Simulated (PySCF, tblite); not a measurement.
**C₃H₉ClSSi₂: geometry, infrared bands and NMR shifts**

Wanted: the infrared bands and NMR shifts of C₃H₉ClSSi₂ (`[SiH3]SC[SiH2]/C=C\Cl`), by calculation.

The runs use tblite 0.8.0 and PySCF 2.14.0, with density-fitted response routines of our own; the level of theory stands in each step. All values are computed, except where a source is named. Atoms count from 0, in the outputs and in this text.

## (1) The starting structure

16 atoms, charge 0, multiplicity 1; geometry from: force field or distance geometry start.

Bonds of the start (Å): Si0–S1 2.15, S1–C2 1.81, C2–Si3 1.87, Si3–C4 1.86, C4–C5 1.33, C5–Cl6 1.77, Si0–H7 1.46, Si0–H8 1.47, Si0–H9 1.49, C2–H10 1.10, C2–H11 1.11, Si3–H12 1.48, Si3–H13 1.46, C4–H14 1.11, C5–H15 1.06.

## (2) Optimising the geometry with GFN2-xTB

What the job is given:

```
{"job": {"kind": "relax", "xc": "GFN2-xTB", "basis": "xTB"}, "charge": 0, "multiplicity": 1}
Si     3.157900     1.004700     0.438500
S      1.161800     0.721300    -0.308800
C      0.657800    -1.020000    -0.250800
Si    -1.037300    -1.045300     0.528500
C     -1.973300     0.300900    -0.341700
C     -3.139400     0.721600     0.129200
Cl    -3.743000    -0.038400     1.613000
H      3.484500     0.053100     1.494800
H      3.323300     2.392100     0.903800
H      4.030300     0.766900    -0.743800
H      0.606000    -1.448400    -1.261300
H      1.369000    -1.657200     0.307900
H     -1.746000    -2.332200     0.389600
H     -0.887100    -0.654900     1.932500
H     -1.547100     0.750700    -1.267300
H     -3.725300     1.494100    -0.308100
```

The run is started by

```console
> OMP_NUM_THREADS=1 python probes_run.py task.json out
```

The driver reads the jobs from task.json and runs them one after another.

**Question.** This job is followed by: GFN2-xTB harmonic vibrations, gas phase; GIAO PBE0/pcSseg-1 NMR shielding, non-relativistic, gas phase. Predict these results of the whole session: strongest single infrared mode (GFN2-xTB); zero-point energy (GFN2-xTB); 13C shifts against TMS (PBE0/pcSseg-1); 1H shifts against TMS (PBE0/pcSseg-1, means over atoms taken as alike); 29Si shifts against TMS (PBE0/pcSseg-1); 33S shifts against CS2 (PBE0/pcSseg-1); 35Cl shifts against HCl (PBE0/pcSseg-1).

The runs gave:

| quantity | value |
| --- | --- |
| strongest single infrared mode (GFN2-xTB) | 750 cm⁻¹, 365 km/mol |
| zero-point energy (GFN2-xTB) | 63.8 kcal/mol |
| 13C shifts against TMS (PBE0/pcSseg-1) | 150.1, 132.7, 12.2 ppm |
| 1H shifts against TMS (PBE0/pcSseg-1, means over atoms taken as alike) | 6.99, 6.51, 4.67, 4.60, 1.82 ppm |
| 29Si shifts against TMS (PBE0/pcSseg-1) | -53.6, -61.9 ppm |
| 33S shifts against CS2 (PBE0/pcSseg-1) | -217 ppm |
| 35Cl shifts against HCl (PBE0/pcSseg-1) | 255 ppm |

**Reading.** The optimisation took 219 steps and gained 0.360 eV; among the close pairs (by a distance rule), C5–Cl6 changed most, from 1.773 to 1.717 Å. All 42 modes are real, so the xTB geometry is a minimum. The strongest single mode, at 750 cm⁻¹, has its largest shares on H7, C2, H8 and H11 (the list is cut at 4 atoms). Unscaled tight-binding wavenumbers are off by several per cent, some by more. Its intensities can rank the bands wrongly. At PBE0/pcSseg-1: The largest span, 463 ppm, is at Cl6, where the paramagnetic term is -452 ppm.
